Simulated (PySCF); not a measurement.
# BrClGaH: the cost of one run

Programs: PySCF 2.14.0, with density-fitted response routines of our own. Each step states its level of theory. These are calculated values for one molecule in the gas phase, unless marked as measured. Atoms are numbered from 0 throughout.

## (1) The molecule as given

4 atoms, charge 0, multiplicity 1; geometry from: GFN2-xTB. The atoms were then displaced at random by about 0.01 Å, so the start is not that level's minimum.

Bonds of the start (Å): Cl0–Ga1 2.07, Ga1–Br2 2.26, Ga1–H3 1.55.

## (2) Relaxing the molecule at PBE0-D3(BJ)/def2-SVP

The job: settings as JSON, then the geometry in Å.

```
{"job": {"xc": "PBE0", "basis": "def2-SVP", "d3": "d3bj", "grid": 1, "shake": 0.01, "kind": "geom"}, "charge": 0, "multiplicity": 1}
Cl    -1.648580    -1.246120    -0.014130
Ga    -0.113540     0.145820    -0.008590
Br     2.017530    -0.618710    -0.001590
H     -0.217410     1.693640    -0.008700
```

Launch:

```sh
OMP_NUM_THREADS=1 python probes_run.py task.json out
```

One launch serves the whole session: the jobs run in the order shown.

**Question.** How long does this first job take on 1 thread of Arm Neoverse V2, shared host, and how much memory does it need?

About 22 s, with a peak of 0.36 GiB.
